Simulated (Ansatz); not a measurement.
# AlClFH4NO: the cost of one run

Program: Ansatz 0.2.0. Level of theory: RKS LDA/def2-SVP. These are calculated values, not measurements.

### 1 The structure to begin with

Bond lengths: Al1–O2 2.130 Å, O2–H3 1.010 Å, Al1–N4 1.920 Å, N4–H5 1.060 Å, N4–H6 1.060 Å, Al1–F7 1.690 Å, Al1–Cl8 2.530 Å. Angles: Al1–O2–H3 109.5°, O2–Al1–N4 120.0°, O2–Al1–F7 120.0°, O2–Al1–Cl8 71.6°, N4–Al1–F7 120.0°, N4–Al1–Cl8 96.8°, F7–Al1–Cl8 101.3°, Al1–N4–H5 120.0°, Al1–N4–H6 120.0°, H5–N4–H6 120.0°.

Coordinates:

```xyz
9

Al    0.0000    0.0000    0.0000
O     0.0000    0.0000    2.1300
H    -0.9095   -0.2814    2.4671
N     1.6627    0.0000   -0.9600
H     2.1293   -0.9179   -1.2118
H     2.1141    0.9179   -1.2382
F    -1.4635    0.0000   -0.8450
Cl    0.1134    2.3983    0.7978
H     0.0597    1.2630    1.9417
```

### 2 A restrained relaxation towards end A

Springs on the bonds that form and break draw the guess towards this end; the thresholds are loose.

input.yaml reads:

```yaml
crystal:
  periodic: [false, false, false]
  atoms:
    - { symbol: Al, position_ang: [0.0, 0.0, 0.0] }
    - { symbol: O, position_ang: [0.0, 0.0, 2.13] }
    - { symbol: H, position_ang: [-0.9095, -0.2814, 2.4671] }
    - { symbol: "N", position_ang: [1.6627, 0.0, -0.96] }
    - { symbol: H, position_ang: [2.1293, -0.9179, -1.2118] }
    - { symbol: H, position_ang: [2.1141, 0.9179, -1.2382] }
    - { symbol: F, position_ang: [-1.4635, 0.0, -0.845] }
    - { symbol: Cl, position_ang: [0.1134, 2.3983, 0.7978] }
    - { symbol: H, position_ang: [0.0597, 1.263, 1.9417] }
basis:
  gaussian: { orbitals: def2-SVP }
hamiltonian:
  xc: lda
relax:
  f_tol: 0.15
  max_steps: 25
  restrain:
    - { distance: [0, 7], at: 3.43, k: 30.0 }
    - { distance: [8, 1], at: 2.21, k: 30.0 }
    - { distance: [0, 1], at: 1.78, k: 30.0 }
    - { distance: [8, 7], at: 1.37, k: 30.0 }
output:
  orbitals: {}
```

Run with:

```sh
$ ansatz run input.yaml --threads 2 --pin off --max-ram 3072MiB --backend cpu --events-out ev --progress --plain --runs-dir out
```

**Question.** How long does this run take on 2 threads of Intel Xeon at 2.60GHz (Ice Lake), shared host, and how much memory does it need?

About 20 s, with a peak of 0.19 GiB.
